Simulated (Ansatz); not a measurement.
# BH3SiTe: the cost of one run

Method: UKS PBE0/def2-SVP, in Ansatz 0.2.0.

## (1) The structure to begin with

Bond lengths: Si1–B2 1.820 Å, B2–Te3 2.038 Å, Si1–H4 1.468 Å, Si1–H5 1.468 Å, Te3–H6 1.687 Å. Angles: Si1–B2–Te3 158.4°, B2–Si1–H4 126.4°, B2–Si1–H5 126.4°, H4–Si1–H5 106.6°, B2–Te3–H6 97.1°.

As a file:

```xyz
6

Si   -0.4838   -0.8529   -0.9805
B     0.1779    0.2419    0.3140
Te    1.4163    0.8898    1.7978
H    -1.5509   -1.8475   -0.8195
H    -0.1892   -0.7813   -2.4164
H     0.6297    2.3501    2.1046
```

## (2) End point A

Contents of input.yaml:

```yaml
crystal:
  periodic: [false, false, false]
  atoms:
    - { symbol: Si, position_ang: [-0.48379, -0.85295, -0.9805] }
    - { symbol: B, position_ang: [0.17789, 0.2419, 0.31398] }
    - { symbol: Te, position_ang: [1.41634, 0.88979, 1.79777] }
    - { symbol: H, position_ang: [-1.55089, -1.84747, -0.81949] }
    - { symbol: H, position_ang: [-0.18922, -0.78133, -2.41636] }
    - { symbol: H, position_ang: [0.62968, 2.35006, 2.10458] }
magnetization:
  spin_polarized: true
basis:
  gaussian: { orbitals: def2-SVP }
hamiltonian:
  xc: pbe0
relax:
  f_tol: 0.02
  max_steps: 50
output:
  orbitals: {}
```

On the command line:

```console
$ ansatz run input.yaml --threads 2 --pin off --max-ram 3072MiB --backend cpu --events-out ev --progress --plain --runs-dir out
```

**Question.** How long does this run take on 2 threads of Intel Xeon Platinum 8488C (Sapphire Rapids), shared host, and how much memory does it need?

About 32 s, with a peak of 0.21 GiB.
